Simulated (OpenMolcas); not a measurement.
**Ru²⁺ among point charges: CASSCF and CASPT2 levels and susceptibility, part 1 of 2**

Aim: the splitting of the states of Ru²⁺ in the field of 6 point charges, its lowest levels with spin-orbit coupling and its magnetic susceptibility.

Method: state-averaged CASSCF and CASPT2, spin-orbit coupling by RASSI with atomic mean-field integrals. Code: OpenMolcas 26.06.

## (1) Starting point

| Quantity | Value |
| --- | --- |
| Species | Ru²⁺ (ruthenium, Z = 44, 42 electrons) |
| Basis | ANO-RCC-VDZP [6s5p3d1f], 43 functions |
| Scalar Hamiltonian | DKH2, point nucleus |
| Inactive shells | 1s 2s 2p 3s 3p 3d 4s 4p |
| Active space | 6 electrons in 5 orbitals (4d) |
| Some configurations of this space | 4d6 |
| Orbitals | optimised for each spin and parity, averaged over all roots |

Outer shells as boxes (Hund's rule):

4d6
```
4d [↑↓][↑ ][↑ ][↑ ][↑ ]
```

The ion sits among 6 point charges of -1.7 e arranged as an octahedron (Oh), 2.51 Å from the ion.

Each step is its own input file, run in one work folder so that later steps find the files of earlier ones. Labels, J, g values, rates, χT and fits are worked out afterwards by a script from the matrices that RASSI stores. The input lists half of the charges; inversion (Group=XYZ) makes the rest.

## (2) GATEWAY and SEWARD: basis and integrals

File a.inp:

```
&GATEWAY
Coord
1

Ru 0.0 0.0 0.0
Basis=ANO-RCC-VDZP
Group=XYZ
NoMove
AngMom=0.0 0.0 0.0
AMFI
XField
3 Angstrom 0
2.510000 0.000000 0.000000 -1.700000
0.000000 2.510000 0.000000 -1.700000
0.000000 0.000000 2.510000 -1.700000
&SEWARD
```

Launch:

```sh
OMP_NUM_THREADS=1 MOLCAS_MEM=1689 MOLCAS_PROJECT=a pymolcas a.inp > a.log
```

The program printed:

```text
Basis set label: RU.ANO-RCC...6S5P3D1F.

      Electronic valence basis set:
      ------------------
      Associated Effective Charge  44.000000 au
      Associated Actual Charge     44.000000 au
      Nuclear Model: Point charge

      Shell  nPrim  nBasis  Cartesian Spherical Contaminant
         s      21       6        X
         p      18       5        X
         d      13       3                 X
         f       6       1                 X
                  Relativistic Douglas-Kroll-Hess integrals:
                    - DKH order of Hamiltonian: 2
                    - DKH order of Properties : 0
                  Atomic mean-field integrals
```

## (3) CASSCF: quintets of even parity, 5 roots

File a.inp:

```
&RASSCF
FileOrb=start.orb
Symmetry=1
Spin=5
nActEl=6 0 0
Inactive=9 9
Ras2=5 0
CIRoot=5 5 1
SDav=5
CIMx=300
Iter=120 100
PrWF=0.3
OrbListing=Nothing
MaxOrb=0
>>> COPY $Project.JobIph JOB001
```

Launch:

```sh
OMP_NUM_THREADS=1 MOLCAS_MEM=1689 MOLCAS_PROJECT=a pymolcas a.inp > a.log
```

start.orb holds the contracted functions of the basis, ordered by shell, or the orbitals of the step before.

The program printed, shortened:

```text
[...]
      Number of active orbitals                  5
[...]
      Spin quantum number                      2.0
[...]
      Active orbitals                            5   0
[...]
      Number of CSFs                             5
      Number of root(s) required                 5
[...]
      Convergence after  9 iterations
[...]
      Natural orbitals and occupation numbers for root  1
      sym 1:   1.000000   2.000000   1.000000   1.000000   1.000000
      Natural orbitals and occupation numbers for root  2
      sym 1:   1.000000   1.000000   1.000000   2.000000   1.000000
      Natural orbitals and occupation numbers for root  3
      sym 1:   2.000000   1.000000   1.000000   1.000000   1.000000
::    RASSCF root number  1 Total energy:  -4530.86402963
::    RASSCF root number  2 Total energy:  -4530.86402963
::    RASSCF root number  3 Total energy:  -4530.86402963
::    RASSCF root number  4 Total energy:  -4530.84250782
::    RASSCF root number  5 Total energy:  -4530.84250782
```

## (4) CASSCF: triplets of even parity, 45 roots

File a.inp:

```
&RASSCF
FileOrb=start.orb
Symmetry=1
Spin=3
nActEl=6 0 0
Inactive=9 9
Ras2=5 0
CIRoot=45 45 1
SDav=45
CIMx=300
Iter=120 100
PrWF=0.3
OrbListing=Nothing
MaxOrb=0
>>> COPY $Project.JobIph JOB002
```

Launch:

```sh
OMP_NUM_THREADS=1 MOLCAS_MEM=1689 MOLCAS_PROJECT=a pymolcas a.inp > a.log
```

The program printed, shortened:

```text
[...]
      Number of active orbitals                  5
[...]
      Spin quantum number                      1.0
[...]
      Active orbitals                            5   0
[...]
      Number of CSFs                            45
      Number of root(s) required                45
[...]
      Convergence after  7 iterations
[...]
      Natural orbitals and occupation numbers for root  1
      sym 1:   1.235936   1.888505   0.844588   1.714092   0.316880
      Natural orbitals and occupation numbers for root  2
      sym 1:   1.729742   1.888164   0.298595   1.220322   0.863178
      Natural orbitals and occupation numbers for root  3
      sym 1:   1.825214   1.124638   0.189903   1.885477   0.974768
::    RASSCF root number  1 Total energy:  -4530.79785625
::    RASSCF root number  2 Total energy:  -4530.79785625
::    RASSCF root number  3 Total energy:  -4530.79785625
[...]
::    RASSCF root number 27 Total energy:  -4530.74823480
::    RASSCF root number 28 Total energy:  -4530.74166018
::    RASSCF root number 29 Total energy:  -4530.74166018
::    RASSCF root number 30 Total energy:  -4530.74166018
```

## (5) Reference wave functions, singlets of even parity, 50 roots

File a.inp:

```
&RASSCF
FileOrb=start.orb
Symmetry=1
Spin=1
nActEl=6 0 0
Inactive=9 9
Ras2=5 0
CIRoot=50 50 1
SDav=50
CIMx=300
Iter=120 100
PrWF=0.3
OrbListing=Nothing
MaxOrb=0
>>> COPY $Project.JobIph JOB003
```

The program printed, shortened:

```text
[...]
      Number of active orbitals                  5
[...]
      Spin quantum number                      0.0
[...]
      Active orbitals                            5   0
[...]
      Number of CSFs                            50
      Number of root(s) required                50
[...]
      Convergence after  7 iterations
[...]
      Natural orbitals and occupation numbers for root  1
      sym 1:   1.925222   1.925222   0.112167   1.925222   0.112167
      Natural orbitals and occupation numbers for root  2
      sym 1:   1.948350   1.901341   0.956477   1.048289   0.145542
      Natural orbitals and occupation numbers for root  3
      sym 1:   1.700321   1.250241   0.333716   1.947679   0.768043
::    RASSCF root number  1 Total energy:  -4530.77565757
::    RASSCF root number  2 Total energy:  -4530.76240356
::    RASSCF root number  3 Total energy:  -4530.76240356
[...]
::    RASSCF root number 27 Total energy:  -4530.69372978
::    RASSCF root number 28 Total energy:  -4530.69372978
::    RASSCF root number 29 Total energy:  -4530.68605568
::    RASSCF root number 30 Total energy:  -4530.68054942
```

## (6) RASSI: spin-orbit coupling between the states

File a.inp:

```
&RASSI
NrOfJobIphs=3 5 45 50
1 2 3 4 5
1 2 3 4 5 6 7 8 9 10 11 12 13 14 15 16 17 18 19 20 21 22 23 24 25 26 27
28 29 30 31 32 33 34 35 36 37 38 39 40 41 42 43 44 45
1 2 3 4 5 6 7 8 9 10 11 12 13 14 15 16 17 18 19 20 21 22 23 24 25 26 27
28 29 30 31 32 33 34 35 36 37 38 39 40 41 42 43 44 45 46 47 48 49 50
IphNames
JOB001
JOB002
JOB003
EJob
SpinOrbit
DIPRint=1.0
SOCoupling=1000.0
Subsets=2
Property=9
'ANGMOM' 1 'ANGMOM' 2 'ANGMOM' 3 'MLTPL  1' 1 'MLTPL  1' 2 'MLTPL  1' 3
'AMFI' 1 'AMFI' 2 'AMFI' 3
SOProperty=3
'ANGMOM' 1 'ANGMOM' 2 'ANGMOM' 3
```

The program printed, shortened:

```text
SPIN-FREE ENERGIES:
  (Shifted by EMIN (a.u.) =      -4530.8640296335)
 SF State       Relative EMIN(au)   Rel lowest level(eV)    D:o, cm**(-1)      L_eff
     1             0.0000000000        0.0000000000              0.0000         2.0
     2             0.0000000000        0.0000000000              0.0000         2.0
     3             0.0000000000        0.0000000000              0.0000         2.0
     4             0.0215218103        0.5856382940           4723.4914         2.0
     5             0.0215218103        0.5856382940           4723.4914         2.0
     6             0.0661733819        1.8006694530          14523.3786         4.2
     7             0.0661733819        1.8006694530          14523.3786         4.2
     8             0.0661733819        1.8006694530          14523.3786         4.2
     9             0.0743090079        2.0220511158          16308.9421         4.6
    10             0.0743090079        2.0220511158          16308.9421         4.6
[...]
Eigenvalues of complex Hamiltonian:
   -----------------------------------
  (Shifted by EMIN (a.u.) =      -4530.8640296335)
 SO State       Relative EMIN(au)   Rel lowest level(eV)    D:o, cm**(-1)     J-value
     1            -0.0047197846        0.0000000000              0.0000         2.9
     2            -0.0047197846        0.0000000000              0.0000         3.2
     3            -0.0047197846        0.0000000000              0.0000         3.1
     4            -0.0030227398        0.0461789409            372.4583         2.6
     5            -0.0030227398        0.0461789409            372.4583         3.1
     6            -0.0026075425        0.0574770353            463.5836         2.0
     7            -0.0026075425        0.0574770353            463.5836         3.1
     8            -0.0026075425        0.0574770353            463.5836         3.1
     9            -0.0007021343        0.1093258340            881.7723         2.5
    10             0.0007234119        0.1481169220           1194.6435         2.0
    11             0.0007234119        0.1481169220           1194.6435         2.0
[...]
```

Time for these steps: 25 s (1 thread of Intel Xeon Platinum 8488C (Sapphire Rapids), shared host).

Spin-free states, with their symmetry labels:

```
state  degeneracy  E (cm-1)  free-ion L (%)
  5T2           3         0         D (100)
   5E           2      4723         D (100)
  3T1           3     14523          H (63)
  3T2           3     16309          H (76)
  3T1           3     17803          H (67)
  1A1           1     19395          I (48)
   3E           2     19454          H (78)
  3T2           3     19941          G (74)
  3T1           3     20281          P (58)
  1T1           3     22304          I (67)
  3T2           3     22636          F (72)
  3A2           1     22637         F (100)
  3T1           3     22873          H (41)
   3E           2     23732          G (75)
  1T2           3     25058          I (96)
  3A1           1     25414         G (100)
   1E           2     26721          G (68)
  3T1           3     26857          G (46)
  1A1           1     27344          I (49)
  3T2           3     28108          D (92)
  1T2           3     28338          I (71)
  1A2           1     28505          I (97)
  1T1           3     28693          G (66)
   3E           2     30552          D (94)
```

With spin-orbit coupling:

| E (cm-1) | Degeneracy | Label | 2S+1 |
| --- | --- | --- | --- |
| 0.0 | 3 | T2 | 5 |
| 372.5 | 2 | E | 5 |
| 463.6 | 3 | T1 | 5 |
| 881.8 | 1 | A1 | 5 |
| 1195 | 3 | T1 | 5 |
| 1343 | 3 | T2 | 5 |
| 5617 | 1 | A2 | 5 |
| 5661 | 3 | T2 | 5 |
| 5703 | 2 | E | 5 |
| 5778 | 3 | T1 | 5 |
| 5845 | 1 | A1 | 5 |
| 14755 | 2 | E | 3 |
| 14856 | 1 | A1 | 3 |
| 14935 | 3 | T2 | 3 |
| 15732 | 3 | T1 | 3 |
| 16713 | 3 | T1 | 3 |
| 16946 | 1 | A2 | 3 |
| 17063 | 3 | T2 | 3 |
| 17239 | 2 | E | 3 |
| 18165 | 2 | E | 3 |
| 18334 | 3 | T1 | 3 |
| 18502 | 3 | T2 | 3 |
| 18818 | 1 | A1 | 3 |
| 19682 | 3 | T1 | 3 |

The table of states holds 24 of 43 computed; the rest, higher up, is left out.

Powder χT (cm³ K/mol): 3.36 at 2 K, 3.38 at 5 K, 3.41 at 10 K, 3.47 at 20 K, 3.65 at 50 K, 3.94 at 100 K, 4.19 at 150 K, 4.35 at 200 K, 4.46 at 250 K, 4.53 at 300 K.

Orbitals of the lowest block (energies include the constant potential of the surroundings):

```csv
shell,space,energy (hartree),mean occupation,⟨r²⟩ (bohr²)
1s,inactive,-815.3790,2.000,0.00147
2s,inactive,-118.9703,2.000,0.0249
2p,inactive,-106.2229,6.000,0.0197
3s,inactive,-21.0571,2.000,0.183
3p,inactive,-16.7447,6.000,0.187
3d,inactive,-9.7884,10.000,0.175
4s,inactive,-2.0459,2.000,1.19
4p,inactive,-0.7433,6.000,1.45
4d,RAS2,,6.000,2.84
```

(Continued in part 2 of 2.)
